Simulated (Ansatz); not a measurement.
# ClF2Ge2H5O: the cost of one run

Program: Ansatz 0.2.0. Level of theory: RKS PBE/def2-SVP. These are calculated values, not measurements.

### 1 The system as given

Bond lengths: Ge1–Cl2 2.570 Å, Ge1–Ge3 2.400 Å, Ge3–H4 1.550 Å, Ge3–H5 1.550 Å, Ge3–H6 1.550 Å, Ge1–F7 1.679 Å, Ge1–F8 1.679 Å, Ge1–O9 2.070 Å, O9–H10 1.010 Å, Cl2–H11 1.592 Å. Angles (14 of 18 angles, heavy atoms first): Cl2–Ge1–Ge3 109.4°, Cl2–Ge1–F7 109.5°, Cl2–Ge1–F8 109.5°, Cl2–Ge1–O9 71.6°, Ge3–Ge1–F7 109.5°, Ge3–Ge1–F8 109.5°, Ge3–Ge1–O9 67.2°, F7–Ge1–F8 109.5°, F7–Ge1–O9 176.6°, F8–Ge1–O9 72.8°, Ge1–Cl2–H11 62.0°, Ge1–Ge3–H4 109.5°, Ge1–Ge3–H5 109.5°, Ge1–Ge3–H6 109.5°.

Structure file:

```xyz
11

Ge    0.0000    0.0000    0.0000
Cl    0.0000    0.0000    2.5700
Ge    2.2632    0.0000   -0.7992
H     2.7487   -1.4611   -0.9782
H     2.3309    0.7367   -2.1612
H     3.1736    0.7244    0.2250
F    -0.7913    1.3709   -0.5594
F    -0.7913   -1.3709   -0.5594
O     1.0804   -1.6406    0.6527
H     0.5140   -2.4726    0.5682
H     0.7730   -1.1739    1.8227
```

### 2 Pulling towards end A

Springs on the bonds that form and break draw the guess towards this end; the thresholds are loose.

Contents of input.yaml:

```yaml
crystal:
  periodic: [false, false, false]
  atoms:
    - { symbol: Ge, position_ang: [0.0, 0.0, 0.0] }
    - { symbol: Cl, position_ang: [0.0, 0.0, 2.57] }
    - { symbol: Ge, position_ang: [2.2632, 0.0, -0.7992] }
    - { symbol: H, position_ang: [2.7487, -1.4611, -0.9782] }
    - { symbol: H, position_ang: [2.3309, 0.7367, -2.1612] }
    - { symbol: H, position_ang: [3.1736, 0.7244, 0.225] }
    - { symbol: F, position_ang: [-0.7913, 1.3709, -0.5594] }
    - { symbol: F, position_ang: [-0.7913, -1.3709, -0.5594] }
    - { symbol: O, position_ang: [1.0804, -1.6406, 0.6527] }
    - { symbol: H, position_ang: [0.514, -2.4726, 0.5682] }
    - { symbol: H, position_ang: [0.773, -1.1739, 1.8227] }
basis:
  gaussian: { orbitals: def2-SVP }
hamiltonian:
  xc: pbe
relax:
  f_tol: 0.15
  max_steps: 25
  restrain:
    - { distance: [0, 8], at: 2.97, k: 30.0 }
    - { distance: [10, 1], at: 2.57, k: 30.0 }
    - { distance: [0, 1], at: 2.22, k: 30.0 }
    - { distance: [10, 8], at: 1.01, k: 30.0 }
output:
  orbitals: {}
```

On the command line:

```bash
$ ansatz run input.yaml --threads 4 --pin off --max-ram 5120MiB --backend cpu --events-out ev --progress --plain --runs-dir out
```

What time and memory should one allow on 4 threads of Arm Neoverse V1, shared host?

About 22 s, with a peak of 0.24 GiB.
